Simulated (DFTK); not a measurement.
Input of a DFTK 0.8.2 run:

File run.jl:

```julia
using DFTK
using PseudoPotentialData
using Unitful, UnitfulAtomic
using LinearAlgebra, Printf
include("save.jl")
setup_threading()

# lattice vectors are the columns
lattice = austrip(1u"Å") * [       3.85404        -0.2532       -0.48197;
                  0.14384        5.52698        -1.9272;
                  0.09012        0.16471        5.72025]
symbols   = [:H, :Pb, :N, :O, :O, :O, :O]
positions = [[0.10913, 0.65718, 0.54463],
             [0.61029, 0.52127, 0.151],
             [0.9158, 0.96263, 0.95867],
             [0.01384, 0.13639, 0.88084],
             [0.72398, 0.01057, 0.12858],
             [0.00389, 0.73732, 0.87043],
             [0.11927, 0.59324, 0.37651]]
pseudopotentials = PseudoFamily("dojo.nc.sr.pbe.v0_4_1.standard.upf")
elements = Dict(s => ElementPsp(s, pseudopotentials) for s in unique(symbols))
atoms    = [elements[s] for s in symbols]

build_model(lattice, positions; symmetries=true) =
    model_DFT(lattice, atoms, positions;
              functionals=PBE(),
              temperature=austrip(0.1u"eV"),
              smearing=Smearing.MarzariVanderbilt(),
              symmetries)
Ecut  = 42.0  # hartree
kgrid = [5, 3, 3]
tol   = 1e-6
to_GPa = ustrip(uconvert(u"GPa", 1u"hartree/bohr^3"))

model = build_model(lattice, positions)
basis = PlaneWaveBasis(model; Ecut, kgrid)
display(basis)
scfres = self_consistent_field(basis;
                               tol,
                               nbandsalg=AdaptiveBands(model; n_bands_converge=28))
display(scfres.energies)
@printf "Fermi level: %.6f eV\n" ustrip(auconvert(u"eV", something(scfres.εF, NaN)))
forces = compute_forces_cart(scfres)
println("Forces (eV/Å)")
for (s, f) in zip(symbols, forces)
    @printf "%-3s %12.6f %12.6f %12.6f\n" s ustrip.(auconvert.(u"eV/Å", f))...
end
stress = compute_stresses_cart(scfres)
println("Stress (GPa)")
display(round.(stress * to_GPa; digits=4))
println("Levels at the first k-point (eV): ", round.(ustrip.(auconvert.(u"eV", scfres.eigenvalues[1][1:scfres.n_bands_converge])); digits=4))
save_scf!(scfres; forces, stress)
```

Potentials or basis: dojo.nc.sr.pbe.v0_4_1.standard.upf (PBE).

Command:

```bash
$ julia --threads=4 run.jl  # save.jl only writes the numbers to a file and isn't shown; printed stress counts tension as positive; times include loading and compiling
```

**Question.** Estimate the largest force.

**Answer.** 0.209 eV/Å.

**Question.** What does it give for the band gap on the k mesh?

**Answer.** 3.19 eV, indirect (least direct gap 3.29 eV).

Forces in eV/Å, atoms in the order of the input:
```
H    0.024 -0.006 -0.161
Pb  -0.031 -0.002 -0.040
N    0.014  0.004 -0.013
O    0.007  0.023 -0.002
O   -0.027 -0.001  0.024
O    0.010 -0.024 -0.013
O    0.004  0.006  0.208
```

Caveat: spin-orbit coupling is left out, which as a rule narrows the gap of such compounds by several tenths of an eV; an odd mesh through Γ misses points on the zone boundary, where band edges often lie.
